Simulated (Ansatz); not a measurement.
**C2H3ClSi (SMILES ClC1=C[SiH2]1) at 6 levels**

Aim: a comparison of 6 runs (HF/3-21G, BHLYP/def2-SVP, r2SCAN/def2-SVP, r2SCAN0/def2-SVP, wB97M-V/def2-SVP, RPA@PBE0/def2-SVP) of C2H3ClSi. 

The calculation is run with Ansatz 0.2.0.

57 further runs of the same task are left out: 57 set aside as unsound or not needed.

### Step 1. The structure to begin with

C2H3ClSi: 7 atoms, total charge 0, spin state singlet. As SMILES, `ClC1=C[SiH2]1`. The C3–H5 distance was set to 1.947 Å, away from the relaxed value. At this shape a bond of the SMILES string is far longer than usual.

Bond lengths: Cl1–C2 1.700 Å, C2–C3 1.327 Å, C2–Si4 1.804 Å, C3–Si4 1.819 Å, Si4–H6 1.482 Å, Si4–H7 1.482 Å. Angles: Cl1–C2–C3 135.8°, Cl1–C2–Si4 155.1°, C3–C2–Si4 69.2°, C2–C3–Si4 67.9°, C2–Si4–C3 43.0°, C2–Si4–H6 121.6°, C2–Si4–H7 121.6°, C3–Si4–H6 121.6°, C3–Si4–H7 121.6°, H6–Si4–H7 111.4°.

### Step 2. The energy at HF/3-21G (run 1)

Input file molecule.yaml:

```yaml
crystal:
  periodic: [false, false, false]
  atoms:
    - {symbol: Cl, position_ang: [-1.881732, -2.018271, 0.004396]}
    - {symbol: C, position_ang: [-1.070532, -0.544871, -0.243904]}
    - {symbol: C, position_ang: [0.124268, -0.054971, 0.059596]}
    - {symbol: Si, position_ang: [-0.898432, 1.146629, -0.846004]}
    - {symbol: H, position_ang: [1.727500, -0.673800, 0.975600]}
    - {symbol: H, position_ang: [-1.550332, 2.286329, -0.158304]}
    - {symbol: H, position_ang: [-0.664732, 1.441229, -2.279704]}
basis:
  gaussian: {orbitals: 3-21G.json}
hamiltonian: {xc: hf}
accuracy: high
output: {orbitals: {seedname: orbitals}}
```

The basis set 3-21G is read from a file made from the Basis Set Exchange's data (not shown).

The run is started by

```sh
ansatz run molecule.yaml --threads 1 --pin off --max-ram 3480MiB --events-out events.jsonl --progress --plain --runs-dir runs
```

The program printed:

```text
Warning: RAYON_NUM_THREADS=1 ignored (pool sized by the plan → 1); use --threads N
Functional definition: HF
  name "HF"
  exchange = exact_x
  correlation = 0
1160 factors; integrals over basis functions are off by at most 3.5e-9 eV
mean field evaluation 1: about -22351.9876 eV, gradient 1.7e1 eV
mean field evaluation 2: about -22352.3369 eV, gradient 1.7e1 eV
mean field evaluation 4: about -22353.5911 eV, gradient 3.1e0 eV
mean field evaluation 8: about -22353.6431 eV, gradient 2.8e-4 eV
mean field -22353.64306691 eV, -821.4812308653 hartree, gradient 2.7e-8 eV, S^2 0.000000; 0 other end points of the search recorded, 0 dependent functions left out
reference -22353.64306691 eV, -821.4812308653 hartree; 23, 23 occupied and 27, 27 virtual orbitals, 1160 factors
Total energy: -22353.64306691 eV, -821.4812308653 hartree
```

Wall time 0.56 s (1 thread of Arm Neoverse V2, shared host); peak memory 0.11 GiB.

### Step 3. The energy at BHLYP/def2-SVP (run 2)

Input file input.yaml:

```yaml
crystal:
  periodic: [false, false, false]
  atoms:
    - {symbol: Cl, position_ang: [-1.881732, -2.018271, 0.004396]}
    - {symbol: C, position_ang: [-1.070532, -0.544871, -0.243904]}
    - {symbol: C, position_ang: [0.124268, -0.054971, 0.059596]}
    - {symbol: Si, position_ang: [-0.898432, 1.146629, -0.846004]}
    - {symbol: H, position_ang: [1.727500, -0.673800, 0.975600]}
    - {symbol: H, position_ang: [-1.550332, 2.286329, -0.158304]}
    - {symbol: H, position_ang: [-0.664732, 1.441229, -2.279704]}
basis:
  gaussian:
    orbitals: def2-SVP
hamiltonian:
  xc: {name: BHLYP}
accuracy: high
output:
  orbitals: {seedname: orbitals}
```

The run is started by

```sh
ansatz run input.yaml --threads 1 --pin off --max-ram 3480MiB --events-out events.jsonl --progress --plain --runs-dir runs
```

The program printed:

```text
Warning: RAYON_NUM_THREADS=1 ignored (pool sized by the plan → 1); use --threads N
Functional definition: BHLYP
  name "BHLYP"
  parameter a = 0.5
  exchange = (1 - a)*b88_x + a*exact_x
  correlation = lyp_c
1686 factors; integrals over basis functions are off by at most 8.1e-9 eV
mean field evaluation 1: about -22504.3219 eV, gradient 3.4e1 eV
mean field evaluation 2: about -22502.2020 eV, gradient 4.1e1 eV
mean field evaluation 4: about -22507.6382 eV, gradient 2.1e0 eV
mean field evaluation 8: about -22507.7035 eV, gradient 1.4e-1 eV
mean field evaluation 16: about -22507.7036 eV, gradient 3.5e-5 eV
mean field -22507.70361674 eV, -827.1428516457 hartree, gradient 7.6e-8 eV, S^2 0.000000; 0 other end points of the search recorded, 0 dependent functions left out
reference -22507.70364326 eV, -827.1428526202 hartree; 23, 23 occupied and 56, 56 virtual orbitals, 1686 factors
Total energy: -22507.70364326 eV, -827.1428526202 hartree
```

Wall time 5.1 s (1 thread of Arm Neoverse V2, shared host); peak memory 0.24 GiB.

Run 3 isn't shown in full; the table further down has it.

### Step 4. A single-point energy at r2SCAN0/def2-SVP (run 4)

Input file job.yaml:

```yaml
crystal:
  periodic: [false, false, false]
  atoms:
    - {symbol: Cl, position_ang: [-1.881732, -2.018271, 0.004396]}
    - {symbol: C, position_ang: [-1.070532, -0.544871, -0.243904]}
    - {symbol: C, position_ang: [0.124268, -0.054971, 0.059596]}
    - {symbol: Si, position_ang: [-0.898432, 1.146629, -0.846004]}
    - {symbol: H, position_ang: [1.727500, -0.673800, 0.975600]}
    - {symbol: H, position_ang: [-1.550332, 2.286329, -0.158304]}
    - {symbol: H, position_ang: [-0.664732, 1.441229, -2.279704]}
basis:
  gaussian:
    orbitals: def2-SVP
hamiltonian:
  xc: {name: r2SCAN0}
accuracy: high
output: {orbitals: {seedname: orbitals}}
```

The run is started by

```sh
ansatz run job.yaml --threads 1 --pin off --max-ram 3480MiB --events-out events.jsonl --progress --plain --runs-dir runs
```

The program printed:

```text
Warning: RAYON_NUM_THREADS=1 ignored (pool sized by the plan → 1); use --threads N
Functional definition: r2SCAN0
  name "r2SCAN0"
  parameter a = 0.25
  parameter k0 = 0.174
  parameter k1 = 0.065
  parameter a1 = 4.9479
  exchange = (1 - a)*r2scan_x(k0 = k0, k1 = k1, a1 = a1) + a*exact_x
  correlation = r2scan_c
1686 factors; integrals over basis functions are off by at most 8.1e-9 eV
mean field evaluation 1: about -22501.0713 eV, gradient 4.1e1 eV
mean field evaluation 2: about -22492.8178 eV, gradient 6.2e1 eV
mean field evaluation 4: about -22505.8646 eV, gradient 4.1e0 eV
mean field evaluation 8: about -22506.0776 eV, gradient 2.9e-1 eV
mean field evaluation 16: about -22506.0779 eV, gradient 6.1e-5 eV
mean field -22506.07790294 eV, -827.0831077655 hartree, gradient 2.7e-8 eV, S^2 0.000000; 0 other end points of the search recorded, 0 dependent functions left out
reference -22506.07790350 eV, -827.0831077859 hartree; 23, 23 occupied and 56, 56 virtual orbitals, 1686 factors
Total energy: -22506.07790350 eV, -827.0831077859 hartree
```

Run time: 11 s. Hardware: 1 thread of Arm Neoverse V2, shared host; peak memory 0.29 GiB.

Run 5 isn't shown in full; the table further down has it.

### Step 5. The energy at RPA@PBE0/def2-SVP (run 6)

Input file job.yaml:

```yaml
crystal:
  periodic: [false, false, false]
  atoms:
    - symbol: Cl
      position_ang: [-1.881732, -2.018271, 0.004396]
    - symbol: C
      position_ang: [-1.070532, -0.544871, -0.243904]
    - symbol: C
      position_ang: [0.124268, -0.054971, 0.059596]
    - symbol: Si
      position_ang: [-0.898432, 1.146629, -0.846004]
    - symbol: H
      position_ang: [1.727500, -0.673800, 0.975600]
    - symbol: H
      position_ang: [-1.550332, 2.286329, -0.158304]
    - symbol: H
      position_ang: [-0.664732, 1.441229, -2.279704]
basis:
  gaussian: {orbitals: def2-SVP}
hamiltonian: {xc: pbe0}
correlation: {method: rpa, frozen_orbitals: {C: 1, Cl: 5, H: 0, Si: 5}}
accuracy: high
```

The run is started by

```sh
ansatz run job.yaml --threads 1 --pin off --max-ram 3480MiB --events-out events.jsonl --progress --plain --runs-dir runs
```

The program printed, cut to the lines that bear on the results:

```text
Warning: RAYON_NUM_THREADS=1 ignored (pool sized by the plan → 1); use --threads N
Functional definition: PBE0
  name "PBE0"
[...]
1686 factors; integrals over basis functions are off by at most 8.1e-9 eV
[...]
mean field -22499.43652135 eV, -826.8390414937 hartree, gradient 5.7e-8 eV, S^2 0.000000; 0 other end points of the search recorded, 0 dependent functions left out
12 core orbitals not correlated: weight in the atoms' cores, before any rotation towards them, 1.000 or more for the frozen orbitals, at most 0.000 for the correlated occupied ones
reference -22459.26121984 eV, -825.3626263952 hartree; 11, 11 occupied and 56, 56 virtual orbitals, 1686 factors
Total energy: -22479.69003418 eV, -826.1133714750 hartree
```

Wall time 9.6 s (1 thread of Arm Neoverse V2, shared host); peak memory 0.25 GiB.

### Step 6. The series

```csv
run,level,frozen core orbitals,energy (Eh),HOMO energy (eV),LUMO energy (eV),HOMO–LUMO gap (eV),wall time
1,HF/3-21G,–,-821.481231,-9.79,1.08,10.88,0.56 s
2,BHLYP/def2-SVP,–,-827.142853,-8.37,-1.55,6.82,5.1 s
3,r2SCAN/def2-SVP,–,-827.109743,-6.79,-3.26,3.52,9.9 s
4,r2SCAN0/def2-SVP,–,-827.083108,-7.69,-2.49,5.20,11 s
5,wB97M-V/def2-SVP,–,-827.126026,-9.39,-0.53,8.86,58 s
6,RPA@PBE0/def2-SVP,12,-826.113371,–,–,–,9.6 s
```

### Step 7. Results

| quantity | value |
| --- | --- |
| run 6: total energy | -826.11337 Eh |
| run 6: RPA correlation energy (valence) | -750.7 mEh |

**Reading.** Over runs 1, 2, 3, 4, 5 the HOMO–LUMO gap runs from 3.52 eV (r2SCAN/def2-SVP) to 10.88 eV (HF/3-21G). The two ends differ in method and basis. Totals of different functionals can't be ranked against each other. In runs 1, 2, 3, 4, 5 a closed-shell determinant meets a far-stretched bond, which it describes badly. All runs together took 95 s, the longest 58 s.
